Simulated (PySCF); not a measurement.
**A gas-phase reaction: AlH3O2S + H3N → AlH4NO2 + H2S**

What reaction energy should one expect for `[OH][Al]([OH])[SH]` + `N` → `[NH2][Al]([OH])[OH]` + `S`?

Programs: PySCF 2.14.0. All values are calculated, for the isolated system unless a continuum is named. Atoms count from 0, parts from 1.

### 1 The system as given

Each species was relaxed by itself at PBE0-D3(BJ)/def2-SVPD.

### 2 Energies of the species: wB97M-D3(BJ)/def2-TZVPD

What the job is given:

```
{"job": {"kind": "react", "xc": "wB97M-D3(BJ)", "basis": "def2-TZVPD"}, "charge": 0, "multiplicity": 1}
-1 AlH3O2S charge 0 multiplicity 1
O     -1.178560     1.367640    -0.274460
Al    -0.081420     0.086410    -0.019350
O      0.975630     0.104970     1.317950
S      0.034430    -1.625150    -1.363100
H     -1.805270     1.447780    -0.992470
H      1.025560     0.805840     1.968140
H      1.029620    -2.187530    -0.636760

-1 H3N charge 0 multiplicity 1
N      0.001940    -0.000940     0.284430
H      0.931920    -0.169980    -0.087620
H     -0.607780    -0.717770    -0.098040
H     -0.312360     0.889560    -0.089860

+1 AlH4NO2 charge 0 multiplicity 1
N     -0.481430    -1.353710    -0.345830
Al     0.017360     0.281350     0.104580
O     -1.123150     1.254240     0.924270
O      1.563290     0.934950    -0.231610
H      0.086450    -2.033920    -0.830520
H     -1.396390    -1.733290    -0.142990
H     -0.948480     2.150920     1.207690
H      2.282380     0.499170    -0.685750

+1 H2S charge 0 multiplicity 1
S     -0.005930     0.615400    -0.005700
H     -0.981720    -0.317350     0.009420
H      0.968030    -0.319390    -0.001620
```

Level: wB97M-D3(BJ)/def2-TZVPD reaction energy of separated species, gas phase.

Launch:

```sh
$ OMP_NUM_THREADS=1 python cluster_run.py task.json out
```

One launch serves the whole session: the jobs run in the order shown.

**Question.** The jobs that follow are: PBE0-D3(BJ)/def2-TZVPD reaction energy of separated species, gas phase; MP2/def2-TZVPD reaction energy of separated species, gas phase. Predict: reaction energy (wB97M-D3(BJ)/def2-TZVPD); ΔH, ΔG at 298 K (xTB thermal terms). Thermal terms come from harmonic xTB runs on each species.

The runs gave:

```
                                                quantity                  value
               reaction energy (wB97M-D3(BJ)/def2-TZVPD)          5.77 kcal/mol
                     ΔH, ΔG at 298 K (xTB thermal terms)    +2.9, +2.3 kcal/mol
range of the reaction energy over the runs of this table  5.77 to 7.64 kcal/mol
```

The reaction is endothermic by 2.9 kcal/mol in the gas phase; dispersion gives +0.07, and xTB itself gave 7.60 for the electronic energy (xTB energies and thermal terms come from the earlier relaxation of each species, not shown). No barrier was sought. The reaction energy runs from 5.77 (wB97M-D3(BJ)/def2-TZVPD) to 7.64 kcal/mol (PBE0-D3(BJ)/def2-TZVPD).
